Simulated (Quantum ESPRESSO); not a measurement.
# Al2Cl (Fm-3m) in Quantum ESPRESSO: a series of runs

Aim: see how the results for Al2Cl move with the level of theory and the settings. Levels: PBE+D3(BJ), rPW86PBE+rVV10, rev-vdW-DF2. Tasks: phonons.

Everything below comes from runs of Quantum ESPRESSO 7.5. Logs are shortened: lines on timing, memory, paths and dates and some standing lists are left out, and cuts for length are marked.

## 1. The crystal as given

It takes space group Fm-3m (No. 225, cubic). Conventional cell: a = 6.317 Å, b = 6.317 Å, c = 6.317 Å, α = 90.00°, β = 90.00°, γ = 90.00°. Al (site symmetry -43m) is surrounded by 4 Cl at 2.74 Å. Around Cl (site symmetry m-3m) lie 8 Al at 2.74 Å.

The cell was built by a generator and needn't be a form met in nature.

## 2. Phonons, PBE+D3(BJ)

The input, pw.in:

```
&CONTROL
  calculation = 'scf'
  prefix = 'pwscf'
  outdir = './tmp'
  pseudo_dir = './pseudo'
  tprnfor = .true.
  tstress = .true.
  disk_io = 'low'
/
&SYSTEM
  ibrav = 0
  A = 4.46704189
  nat = 3
  ntyp = 2
  ecutwfc = 52
  nbnd = 12
  occupations = 'smearing'
  smearing = 'fd'
  degauss = 0.00367493
  vdw_corr = 'grimme-d3'
  dftd3_version = 4
  dftd3_threebody = .false.
/
&ELECTRONS
  conv_thr = 6d-10
  electron_maxstep = 120
  mixing_beta = 0.5
/
ATOMIC_SPECIES
Al    26.9815 13_Al_3_1.9_1.9_pbe_n_v1.0.upf
Cl    35.4500 17_Cl_7_1.9_1.9_pbe_n_v1.0.upf
CELL_PARAMETERS alat
   0.0000000000    0.7071067807    0.7071067807
   0.7071067807    0.0000000000    0.7071067807
   0.7071067807    0.7071067807    0.0000000000
ATOMIC_POSITIONS alat
Al     0.3535533903    0.3535533903    0.3535533903
Al     1.0606601710    1.0606601710    1.0606601710
Cl     0.0000000000    0.0000000000    0.0000000000
K_POINTS automatic
6 6 6 1 1 1
```

The input, relax.in:

```
&CONTROL
  calculation = 'vc-relax'
  prefix = 'pwscf'
  outdir = './tmp'
  pseudo_dir = './pseudo'
  tprnfor = .true.
  tstress = .true.
  disk_io = 'low'
  nstep = 40
  forc_conv_thr = 0.0001
  etot_conv_thr = 1d-06
/
&SYSTEM
  ibrav = 0
  A = 4.46704189
  nat = 3
  ntyp = 2
  ecutwfc = 52
  nbnd = 12
  occupations = 'smearing'
  smearing = 'fd'
  degauss = 0.00367493
  vdw_corr = 'grimme-d3'
  dftd3_version = 4
  dftd3_threebody = .false.
/
&ELECTRONS
  conv_thr = 6d-10
  electron_maxstep = 120
  mixing_beta = 0.5
/
&IONS
  ion_dynamics = 'bfgs'
/
&CELL
  cell_dynamics = 'bfgs'
  press = 0
  press_conv_thr = 0.2
/
ATOMIC_SPECIES
Al    26.9815 13_Al_3_1.9_1.9_pbe_n_v1.0.upf
Cl    35.4500 17_Cl_7_1.9_1.9_pbe_n_v1.0.upf
CELL_PARAMETERS alat
   0.0000000000    0.7071067807    0.7071067807
   0.7071067807    0.0000000000    0.7071067807
   0.7071067807    0.7071067807    0.0000000000
ATOMIC_POSITIONS alat
Al     0.3535533903    0.3535533903    0.3535533903
Al     1.0606601710    1.0606601710    1.0606601710
Cl     0.0000000000    0.0000000000    0.0000000000
K_POINTS automatic
6 6 6 1 1 1
```

The input, scf2.in:

```
&CONTROL
  calculation = 'scf'
  prefix = 'pwscf'
  outdir = './tmp'
  pseudo_dir = './pseudo'
  tprnfor = .true.
  tstress = .true.
  disk_io = 'low'
/
&SYSTEM
  ibrav = 0
  A = 5.070064
  nat = 3
  ntyp = 2
  ecutwfc = 52
  nbnd = 12
  occupations = 'smearing'
  smearing = 'fd'
  degauss = 0.00367493
  vdw_corr = 'grimme-d3'
  dftd3_version = 4
  dftd3_threebody = .false.
/
&ELECTRONS
  conv_thr = 1d-13
  electron_maxstep = 120
  mixing_beta = 0.5
  startingpot = 'file'
  startingwfc = 'file'
/
ATOMIC_SPECIES
Al    26.9815 13_Al_3_1.9_1.9_pbe_n_v1.0.upf
Cl    35.4500 17_Cl_7_1.9_1.9_pbe_n_v1.0.upf
CELL_PARAMETERS alat
   0.0000000000    0.7071067811    0.7071067811
   0.7071067811    0.0000000000    0.7071067811
   0.7071067811    0.7071067811    0.0000000000
ATOMIC_POSITIONS alat
Al     0.3535533905    0.3535533905    0.3535533905
Al     1.0606601716    1.0606601716    1.0606601716
Cl     0.0000000000    0.0000000000    0.0000000000
K_POINTS automatic
6 6 6 1 1 1
```

The input, d3hess.in:

```
&INPUT
  prefix = 'pwscf'
  outdir = './tmp'
  step = 0.001
/
```

The input, ph.in:

```
phonons of Al2Cl
&INPUTPH
  prefix = 'pwscf'
  outdir = './tmp'
  tr2_ph = 1d-18
  fildyn = 'dyn'
  niter_ph = 90
  alpha_mix(1) = 0.4
/
0.0000000000 0.0000000000 0.0000000000
```

The input, dynmat.in:

```
&INPUT
  fildyn = 'dyn'
  asr = 'crystal'
  filout = 'dynmat.disp'
  fileig = 'dynmat.eig'
/
```

Potentials or basis: SPMS 1.0 PBE.

On the command line:

```console
OMP_NUM_THREADS=1 pw.x -in pw.in > pw.out
OMP_NUM_THREADS=1 pw.x -in relax.in > relax.out
OMP_NUM_THREADS=1 pw.x -in scf2.in > scf2.out
OMP_NUM_THREADS=1 d3hess.x -in d3hess.in > d3hess.out
OMP_NUM_THREADS=1 ph.x -in ph.in > ph.out
OMP_NUM_THREADS=1 dynmat.x -in dynmat.in > dynmat.out
```

pw.out:

```text
This program is part of the open-source Quantum ESPRESSO suite
     for quantum simulation of materials; please cite
[... 9 lines left out ...]
     --------------------
     sticks:   dense  smooth     PW     G-vecs:    dense   smooth      PW
     Sum        1027    1027    313                21595    21595    3647

     Using Slab Decomposition

     bravais-lattice index     =            0
     lattice parameter (alat)  =       8.4415  a.u.
     unit-cell volume          =     425.3453 (a.u.)^3
     number of atoms/cell      =            3
     number of atomic types    =            2
     number of electrons       =        13.00
     number of Kohn-Sham states=           12
     kinetic-energy cutoff     =      52.0000  Ry
     charge density cutoff     =     208.0000  Ry
     scf convergence threshold =      6.0E-10
     mixing beta               =       0.5000
     number of iterations used =            8  plain     mixing
     Exchange-correlation= PBE
                           (   1   4   3   4   0   0   0)

     celldm(1)=   8.441486  celldm(2)=   0.000000  celldm(3)=   0.000000
     celldm(4)=   0.000000  celldm(5)=   0.000000  celldm(6)=   0.000000

     crystal axes: (cart. coord. in units of alat)
               a(1) = (   0.000000   0.707107   0.707107 )
               a(2) = (   0.707107   0.000000   0.707107 )
               a(3) = (   0.707107   0.707107   0.000000 )

     reciprocal axes: (cart. coord. in units 2 pi/alat)
               b(1) = ( -0.707107  0.707107  0.707107 )
               b(2) = (  0.707107 -0.707107  0.707107 )
               b(3) = (  0.707107  0.707107 -0.707107 )

     PseudoPot. # 1 for Al read from file:
     13_Al_3_1.9_1.9_pbe_n_v1.0.upf
     Pseudo is Norm-conserving + core correction, Zval =  3.0
     Generated using ONCVPSP code by D. R. Hamann
     Using radial grid of 1872 points,  6 beta functions with:
                l(1) =   0
                l(2) =   0
                l(3) =   1
                l(4) =   1
                l(5) =   2
                l(6) =   2

     PseudoPot. # 2 for Cl read from file:
     17_Cl_7_1.9_1.9_pbe_n_v1.0.upf
     Pseudo is Norm-conserving + core correction, Zval =  7.0
     Generated using ONCVPSP code by D. R. Hamann
     Using radial grid of 1030 points,  6 beta functions with:
                l(1) =   0
                l(2) =   0
                l(3) =   1
                l(4) =   1
                l(5) =   2
                l(6) =   2

     atomic species   valence    mass     pseudopotential
     Al                3.00    26.98150     Al( 1.00)
     Cl                7.00    35.45000     Cl( 1.00)

     48 Sym. Ops., with inversion, found

   Cartesian axes

     site n.     atom                  positions (alat units)
         1        Al     tau(   1) = (   0.3535534   0.3535534   0.3535534  )
         2        Al     tau(   2) = (   1.0606602   1.0606602   1.0606602  )
         3        Cl     tau(   3) = (   0.0000000   0.0000000   0.0000000  )

     --------------------------------------------
     DFT-D3 Dispersion Correction (no 3-body):
     --------------------------------------------
       Reference C6 values for interpolation:

         atom   Coordination number   C6
         Al         0.000          1081.08
         Al         0.965           875.51
         Al         1.931           513.50
         Al         2.915           307.19
         Cl         0.000           184.69
         Cl         0.997           180.80

       Values used:

         atom   Coordination number  R0_AB[au]  C6      C8
         Al         4.555            3.789    307.19  29441.29
         Al         4.555            3.789    307.19  29441.29
         Cl         5.083            2.933    180.80   7543.49

         Molecular C6 ( Ry / a.u.^6 ) =      2323.48

     number of k points=    28  Fermi-Dirac smearing, width (Ry)=  0.0037
                       cart. coord. in units 2pi/alat
        k(    1) = (   0.0589256   0.0589256   0.0589256), wk =   0.0185185
        k(    2) = (   0.1767767   0.1767767  -0.0589256), wk =   0.0555556
        k(    3) = (   0.2946278   0.2946278  -0.1767767), wk =   0.0555556
        k(    4) = (  -0.2946278  -0.2946278   0.4124790), wk =   0.0555556
        k(    5) = (  -0.1767767  -0.1767767   0.2946278), wk =   0.0555556
        k(    6) = (  -0.0589256  -0.0589256   0.1767767), wk =   0.0555556
[... 20 lines left out ...]
        k(   27) = (   0.2946278   0.2946278   0.2946278), wk =   0.0185185
        k(   28) = (  -0.2946278  -0.2946278   0.8838835), wk =   0.0555556

     Dense  grid:    21595 G-vectors     FFT dimensions: (  40,  40,  40)

     Initial potential from superposition of free atoms

     starting charge      12.9951, renormalised to      13.0000
     Starting wfcs are   12 randomized atomic wfcs

     Self-consistent Calculation

     iteration #  1     ecut=    52.00 Ry     beta= 0.50
     Davidson diagonalization with overlap
     ethr =  1.00E-02,  avg # of iterations =  4.2

     Threshold (ethr) on eigenvalues was too large:
     Diagonalizing with lowered threshold

     Davidson diagonalization with overlap
     ethr =  1.23E-04,  avg # of iterations =  7.2

     total energy              =     -41.93975896 Ry
     estimated scf accuracy    <       0.01636056 Ry

     iteration #  2     ecut=    52.00 Ry     beta= 0.50
     Davidson diagonalization with overlap
     ethr =  1.26E-04,  avg # of iterations =  2.0

     total energy              =     -41.94417888 Ry
     estimated scf accuracy    <       0.00299266 Ry

     iteration #  3     ecut=    52.00 Ry     beta= 0.50
     Davidson diagonalization with overlap
     ethr =  2.30E-05,  avg # of iterations =  2.6

     total energy              =     -41.94470517 Ry
     estimated scf accuracy    <       0.00015520 Ry
[... 19 lines left out ...]
     total energy              =     -41.94472806 Ry
     estimated scf accuracy    <          5.7E-09 Ry

     iteration #  7     ecut=    52.00 Ry     beta= 0.50
     Davidson diagonalization with overlap
     ethr =  4.37E-11,  avg # of iterations =  3.8

     total energy              =     -41.94472807 Ry
     estimated scf accuracy    <          7.6E-10 Ry

     iteration #  8     ecut=    52.00 Ry     beta= 0.50
     Davidson diagonalization with overlap
     ethr =  5.84E-12,  avg # of iterations =  2.1

     End of self-consistent calculation

          k = 0.0589 0.0589 0.0589 (  2709 PWs)   bands (ev):

   -11.3690  -0.2404   0.4440   0.4440   1.1198   5.8224   6.4191   6.4191
     8.0077  10.2143  10.2143  11.2064

          k = 0.1768 0.1768-0.0589 (  2701 PWs)   bands (ev):

   -11.2990  -1.0929   0.1759   0.3912   2.0988   5.0268   6.6818   6.7596
     8.9479   9.4210   9.8290  11.7024

          k = 0.2946 0.2946-0.1768 (  2690 PWs)   bands (ev):

   -11.1868  -1.8436  -0.0473   0.2334   2.4666   5.4530   6.6402   6.9979
     9.1801   9.5440  10.0934  12.1048

          k =-0.2946-0.2946 0.4125 (  2692 PWs)   bands (ev):

   -11.1462  -2.0576  -0.0632   0.1313   2.4164   5.9801   6.5553   6.9361
     9.4948   9.5998  10.3924  11.5414

          k =-0.1768-0.1768 0.2946 (  2701 PWs)   bands (ev):

   -11.2214  -1.6473   0.1266   0.1721   2.4587   5.1201   6.7445   6.9423
     8.7485   9.7273  10.1990  12.1543

          k =-0.0589-0.0589 0.1768 (  2703 PWs)   bands (ev):

   -11.3318  -0.7648   0.3256   0.3409   1.7928   5.1848   6.6212   6.6381
     8.8832   9.0055  10.5079  11.4823

          k = 0.2946 0.0589 0.0589 (  2696 PWs)   bands (ev):

   -11.2665  -1.2596   0.1101   0.1357   2.6359   4.5133   6.9086   7.0374
     7.7741  10.3039  11.0436  12.2040

          k = 0.4125 0.1768-0.0589 (  2704 PWs)   bands (ev):

   -11.1743  -1.6844  -0.3753   0.0042   3.4322   4.4196   6.2912   7.5736
     8.0357  10.8413  11.4580  12.6698

          k =-0.1768-0.4125 0.5303 (  2694 PWs)   bands (ev):

   -11.1136  -1.8348  -0.8059  -0.0607   3.4927   5.4211   6.0038   7.4810
     8.3624   9.9956  11.4842  12.1875

          k =-0.0589-0.2946 0.4125 (  2695 PWs)   bands (ev):

   -11.1484  -1.7164  -0.7251   0.0785   3.5042   4.9018   6.1465   7.6846
     8.3148   9.6399  11.3942  12.6851

          k = 0.0589-0.1768 0.2946 (  2692 PWs)   bands (ev):

   -11.2416  -1.4365  -0.0838   0.2461   2.7135   4.7178   6.6640   7.1167
     8.2242  10.1423  10.4476  12.4375

          k = 0.5303 0.0589 0.0589 (  2698 PWs)   bands (ev):

   -11.1214  -1.8870  -0.3467  -0.2239   3.5641   4.0412   6.1273   8.1339
     8.1913  12.0621  12.1614  12.9637

          k =-0.0589-0.5303 0.6482 (  2685 PWs)   bands (ev):

   -11.0809  -1.8654  -0.7907  -0.3346   3.8025   4.6746   5.8754   7.6831
     8.7223  10.7235  12.1768  12.8025

          k = 0.0589-0.4125 0.5303 (  2690 PWs)   bands (ev):

   -11.0944  -1.6002  -1.2406  -0.1481   3.9613   5.3087   5.8529   7.2988
     8.5268   9.4506  12.3546  12.9498

          k = 0.1768-0.2946 0.4125 (  2689 PWs)   bands (ev):

   -11.1473  -1.9168  -0.3751   0.0950   2.8921   5.5325   6.3177   7.1965
     8.9266  10.0371  10.3613  12.2366

          k =-0.6482 0.0589 0.0589 (  2698 PWs)   bands (ev):

   -11.0815  -2.0086  -0.4608  -0.3112   3.3883   4.1957   6.1631   8.4485
     8.5790  11.6930  11.8723  12.2921

          k =-0.5303 0.1768-0.0589 (  2696 PWs)   bands (ev):

   -11.1153  -1.8187  -0.6327  -0.2121   3.8373   4.4432   5.8911   7.8408
     8.3162  10.8388  12.4090  12.8224

          k =-0.4125 0.0589 0.0589 (  2690 PWs)   bands (ev):

   -11.1895  -1.6382  -0.1416  -0.0643   3.4307   3.9881   6.5132   7.5617
     7.7585  11.7074  11.7772  12.9934

          k = 0.1768 0.1768 0.1768 (  2695 PWs)   bands (ev):

   -11.2707  -1.3714   0.3093   0.3093   2.1055   5.1282   6.7875   6.7875
     9.3122   9.4282   9.4282  11.5545

          k = 0.2946 0.2946 0.0589 (  2689 PWs)   bands (ev):

   -11.1984  -1.6222  -0.3992   0.2570   2.9936   4.8851   6.4460   7.3763
     8.3724   9.7882  10.7001  12.5268

          k =-0.2946-0.2946 0.6482 (  2692 PWs)   bands (ev):

   -11.1191  -1.6813  -1.0517   0.0451   3.6442   5.2088   6.0621   7.8806
     8.4320   8.8415  11.7709  12.9177
[... 8 lines left out ...]
   -11.1642  -1.8067  -0.2978   0.0209   3.0534   5.0334   6.3191   7.2745
     8.4877  10.6653  10.8884  12.0535

          k =-0.1768-0.4125 0.7660 (  2688 PWs)   bands (ev):

   -11.1052  -1.6940  -1.0003  -0.1897   4.1186   4.8952   5.7987   7.4130
     8.6008   9.6904  12.4093  12.8507

          k =-0.0589-0.2946 0.6482 (  2689 PWs)   bands (ev):

   -11.0803  -1.5982  -1.1926  -0.3901   4.4555   5.1946   5.5520   6.7378
     9.0915   9.8303  12.3064  13.5163

          k =-0.7660 0.1768 0.1768 (  2679 PWs)   bands (ev):

   -11.0856  -1.7426  -1.0807  -0.1743   3.7468   5.2776   5.7076   7.7190
     8.2565  10.1390  12.2686  13.0770

          k = 0.2946 0.2946 0.2946 (  2701 PWs)   bands (ev):

   -11.1675  -2.0220   0.1886   0.1886   2.1384   5.8936   6.8309   6.8309
     9.0604  10.0725  10.0725  11.3905

          k =-0.2946-0.2946 0.8839 (  2690 PWs)   bands (ev):

   -11.1288  -1.9307  -0.5742   0.0776   3.0476   5.6590   6.2289   7.3050
     8.8554   9.7169  10.6095  12.3123

     the Fermi energy is     6.1760 ev

!    total energy              =     -41.94472807 Ry
     estimated scf accuracy    <          3.2E-11 Ry
     smearing contrib. (-TS)   =      -0.00108042 Ry
     internal energy E=F+TS    =     -41.94364765 Ry

     The total energy is F=E-TS. E is the sum of the following terms:
     one-electron contribution =      -3.29206460 Ry
     hartree contribution      =       7.49458822 Ry
     xc contribution           =     -13.07540477 Ry
     ewald contribution        =     -33.01737908 Ry
     DFT-D3 Dispersion         =      -0.05338742 Ry

     convergence has been achieved in   8 iterations

     Forces acting on atoms (cartesian axes, Ry/au):

     atom    1 type  1   force =     0.00000000   -0.00000000   -0.00000000
     atom    2 type  1   force =     0.00000000    0.00000000   -0.00000000
     atom    3 type  2   force =     0.00000000    0.00000000    0.00000000

     Total force =     0.000000     Total SCF correction =     0.000000

     Computing stress (Cartesian axis) and pressure

          total   stress  (Ry/bohr**3)                   (kbar)     P=       82.55
   0.00056116  -0.00000000   0.00000000           82.55       -0.00        0.00
   0.00000000   0.00056116   0.00000000            0.00       82.55        0.00
  -0.00000000   0.00000000   0.00056116           -0.00        0.00       82.55

=------------------------------------------------------------------------------=
   JOB DONE.
=------------------------------------------------------------------------------=
```

Run time: 13 min. Hardware: 1 thread of Arm Neoverse V1, shared host; peak memory 0.1 GiB.

Results:

* Free energy: -571.4487 eV
* Relaxed volume: 30.72 Å³/atom
* Relaxed cell: a = 5.070 Å, b = 5.070 Å, c = 5.070 Å, α = 60.00°, β = 60.00°, γ = 60.00°
* Space group after relaxing (to 0.05 Å): Fm-3m (No. 225)
* Pressure after relaxing: 0.0 GPa
* Band gap on the k mesh: none (metal or under the smearing width)
* Highest phonon frequency at Γ: 113 cm⁻¹
* Most unstable mode: 105i cm⁻¹

Step by step:
```tsv
step	energy change (eV)	largest force (eV/Å)	pressure (GPa)	volume (Å³)
1	0.0000	0.0000	8.25	63.03
2	-0.1246	0.0000	6.54	65.72
3	-0.2299	0.0000	4.60	68.77
4	-0.3358	0.0000	3.36	73.51
5	-0.6026	0.0000	0.88	81.03
6	-0.6124	0.0000	1.02	84.05
7	-0.6157	0.0000	1.42	84.49
8	-0.6207	0.0000	1.94	84.97
9	-0.6315	0.0000	2.82	85.70
10	-0.6320	0.0000	2.86	85.73
11	-0.6326	0.0000	2.90	85.76
12	-0.6335	0.0000	2.96	85.81
13	-0.6349	0.0000	3.05	85.88
14	-0.6370	0.0000	3.18	85.99
15	-0.6403	0.0000	3.38	86.15
16	-0.6458	0.0000	3.67	86.40
17	-0.6547	0.0000	4.05	86.77
18	-0.6696	0.0000	4.47	87.33
19	-0.6939	0.0000	4.64	88.17
20	-0.7279	0.0000	3.73	89.44
21	-0.7571	0.0000	1.03	91.38
22	-0.7596	0.0000	0.02	92.14
23	-0.7596	0.0000	0.00	92.16
```

Final structure:
```xyz
3
Lattice="0.0000 3.5851 3.5851 3.5851 0.0000 3.5851 3.5851 3.5851 0.0000" Properties=species:S:1:pos:R:3 pbc="T T T"
Al    1.7925    1.7925    1.7925
Al    5.3776    5.3776    5.3776
Cl    0.0000    0.0000    0.0000
```

Phonon frequencies in cm⁻¹ (negative: imaginary):
| q point | frequencies |
| --- | --- |
| (0.000, 0.000, 0.000) | -105 -105 -105 11 11 11 113 113 113 |

Optical modes at Γ, degenerate ones joined:
```csv
cm⁻¹,components,symmetry,active in
106i,3,T1u,IR
113,3,T2g,Raman
```

Caveat: some modes are imaginary; the volume moved by over 15 % at a fixed basis, so the end points are rough; an odd number of electrons without spin polarisation forces a metal; a magnetic or distorted state may lie lower; pairwise dispersion overbinds metals, which lowers pressure and volume.

(Continued in part 2 of 3.)
